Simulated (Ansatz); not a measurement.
# YCu2S2, space group P-3m1: a scan of the Hubbard U

Computed with Ansatz 0.2.0 through its Python package.

Typed at the interpreter:
```pycon
>>> import warnings
>>> import ansatz as az
>>> import numpy as np
>>> import pandas as pd
>>> FUNCTIONAL = "PBE"
>>> CUTOFF_EV = 450
>>> KMESH = (7, 7, 4)
>>> FILLING = "Fermi-Dirac"
>>> WIDTH_EV = 0.15
>>> def count_gap(report):
...     # lowest empty less highest filled band, counting bands; zero where they overlap
...     return max(report.get("gap_by_band_count_ev") or 0.0, 0.0)
...
>>> warnings.simplefilter("ignore", az.DeckWarning)
>>> ycu2s2 = (
...     az.Lattice.of((3.927404, 0.0, 0.0), (-1.963702, 3.401232, 0.0), (0.0, 0.0, 6.414112))
...     .atom("Y", (0.0, 0.0, 0.0))
...     .atom("Cu", (2 / 3, 1 / 3, 0.658361))
...     .atom("Cu", (1 / 3, 2 / 3, 0.341639))
...     .atom("S", (2 / 3, 1 / 3, 0.267394))
...     .atom("S", (1 / 3, 2 / 3, 0.732606))
... )
>>> len(ycu2s2.resolved().sites)
5
>>> job = (
...     ycu2s2.calculation()
...     .functional(FUNCTIONAL)
...     .basis(CUTOFF_EV)
...     .kpoints(*KMESH)
...     .occupations(FILLING, width=WIDTH_EV)
...     .band_table()
... )
>>> rows = []
>>> for u in [0.0, 1.5, 3.0, 4.5, 6.0]:
...     summary = job.hubbard("Cu", "d", u_eff=u).run(threads=1, pin="off").report
...     shell = summary["hubbard"]["n_scf"]
...     rows.append((u, count_gap(summary), sum(shell) / len(shell), summary["n_iterations"]))
...
>>> print(pd.DataFrame(rows, columns=["U_eff eV", "gap by band count eV", "Cu d occupation (projector)", "iterations"]).round(4).to_string(index=False))
 U_eff eV  gap by band count eV  Cu d occupation (projector)  iterations
      0.0                   0.0                       9.7766          13
      1.5                   0.0                       9.8032          12
      3.0                   0.0                       9.8261          11
      4.5                   0.0                       9.8457          11
      6.0                   0.0                       9.8624          11
```

Notes:
- The run is spin-unpolarised.
- The mesh is modest for a metal, so energies can be off by several to tens of meV an atom and pressures by half a GPa or more; differences at equal mesh fare better.
- A gap by band count of zero or less means overlapping bands, a metal, and at an odd count of electrons it is no gap at all.
- A Hubbard U without spin forces both spins into the same orbitals, which can open a gap or pick a state that a spin-polarised run wouldn't.
- The structure comes from a database of computed cells and needn't be a stable or known phase.
- Gaps and levels are Kohn-Sham values on a finite set of k-points, without spin-orbit coupling.
- Shell occupations and the effect of U depend on the projectors; a run with no .spin step is spin-unpolarised, and each U may end in a state that isn't the lowest.
- The script silences the warnings on its input, which a real study should read.
- The whole script took 37 s on 1 thread of Arm Neoverse V2, on a shared host, peak memory 0.55 GiB.
